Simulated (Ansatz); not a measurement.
# ClCuH₃N: how energies converge with the basis set

How large a basis does ClCuH₃N need? Two functionals are run in growing sets.

The runs use Ansatz 0.2.0, Gaussian basis; one geometry, several basis sets.

The runs, in order: PBE0-D4/def2-SVP; ωB97M-V/def2-SVP; PBE0-D4/def2-QZVPP; ωB97M-V/def2-QZVPP; the functionals' def2-TZVPP values are taken from earlier runs.

### 1 The relaxed structure

An earlier PBE0-D4 in a triple-zeta def2 set relaxation fixed the geometry.

SMILES `[NH3+][Cu-][Cl]`, 6 atoms, charge 0, spin multiplicity 1.

Atoms are counted from 1 here; the program's logs count them from 0.

Bond lengths: N1–Cu2 1.938 Å, N1–H4 1.015 Å, N1–H5 1.015 Å, N1–H6 1.015 Å, Cu2–Cl3 2.081 Å. Angles: Cu2–N1–H4 111.4°, Cu2–N1–H5 111.5°, Cu2–N1–H6 111.5°, H4–N1–H5 107.4°, H4–N1–H6 107.4°, H5–N1–H6 107.4°, N1–Cu2–Cl3 180.0°.

### 2 PBE0-D4 in def2-SVP

File in.yaml:

```yaml
crystal:
  periodic: [false, false, false]
  atoms:
    - {symbol: N, position_ang: [-0.765597, -0.020188, 0.226605]}
    - {symbol: Cu, position_ang: [1.089339, 0.003573, -0.335861]}
    - {symbol: Cl, position_ang: [3.080324, 0.027489, -0.939660]}
    - {symbol: H, position_ang: [-1.161377, -0.952509, 0.159009]}
    - {symbol: H, position_ang: [-1.335360, 0.594284, -0.346305]}
    - {symbol: H, position_ang: [-0.865329, 0.283353, 1.190112]}
basis:
  gaussian: {orbitals: def2-SVP}
hamiltonian: {xc: pbe0, dispersion: d4}
output: {orbitals: {seedname: orbitals}}
```

Run with:

```sh
ansatz run in.yaml --threads 4 --pin off --events-out ev --progress --plain --max-ram 10444MiB
```

Further steps of the session: ωB97M-V in def2-SVP; PBE0-D4 in def2-QZVPP; ωB97M-V in def2-QZVPP.

Before running them: what should the planned runs give, taken together? Wanted: PBE0-D4: double and triple zeta above quadruple; ωB97M-V: double and triple zeta above quadruple.

**Answer**, as computed:

| quantity | value |
| --- | --- |
| PBE0-D4: double and triple zeta above quadruple | 14.62, 1.64 eV |
| ωB97M-V: double and triple zeta above quadruple | 14.61, 1.59 eV |

**Reading.** For PBE0-D4 the step from double to triple zeta gains 12.98 eV and the next only 1.64 eV. Total energies overstate the basis error of differences, where much of it tends to cancel.
